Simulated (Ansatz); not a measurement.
Input of an Ansatz 0.2.0 run:

File input.yaml:

```yaml
crystal:
  lattice:
    - [3.9012, 0.0, 0.0]
    - [0.0, 3.9012, 0.0]
    - [0.0, 0.0, 3.9012]
  atoms:
    - { symbol: Ta, position: [0.0, 0.0, 0.0] }
    - { symbol: F, position: [0.0, 0.0, 0.5] }
    - { symbol: F, position: [0.0, 0.5, 0.0] }
    - { symbol: F, position: [0.5, 0.0, 0.0] }
hamiltonian:
  xc: pbe
  pseudopotentials: { kind: paw }
kpoints:
  mp_grid: { grid: [7, 7, 7] }
scf:
  occupations: { method: fermi_dirac, width: 0.05 }
output:
  forces: true
  stress: true
  eigenvalues: true
relax:
  f_tol: 0.01
  max_steps: 40
  cell: { stress_tol: 0.05, p_target: 10.0 }
```

Potentials or basis: Ansatz PAW.

Launch:

```console
$ ansatz run input.yaml --threads 2 --pin off --max-ram 5632MiB --backend cpu --events-out ev --progress --plain --runs-dir out
```

**Question.** Predict the relaxed volume.

**Answer.** 16.21 Å³/atom.

**Question.** Predict the space group after relaxing (to 0.05 Å).

**Answer.** Pm-3m (No. 221).

**Question.** Predict the relaxed cell.

**Answer.** a = 4.017 Å, b = 4.017 Å, c = 4.017 Å, α = 90.00°, β = 90.00°, γ = 90.00°.

Final structure:
```yaml
crystal:
  lattice:
    - [4.01735, 0.00000, 0.00000]
    - [0.00000, 4.01735, 0.00000]
    - [0.00000, 0.00000, 4.01735]
  atoms:
    - { symbol: Ta, position: [0.00000, 0.00000, 0.00000] }
    - { symbol: F, position: [0.00000, 0.00000, 0.50000] }
    - { symbol: F, position: [0.00000, 0.50000, 0.00000] }
    - { symbol: F, position: [0.50000, 0.00000, 0.00000] }
```

Caveat: the pressure holds a Pulay correction of +0.5 GPa for the finite cutoff. PBE usually gives volumes a little too large and moduli too small.
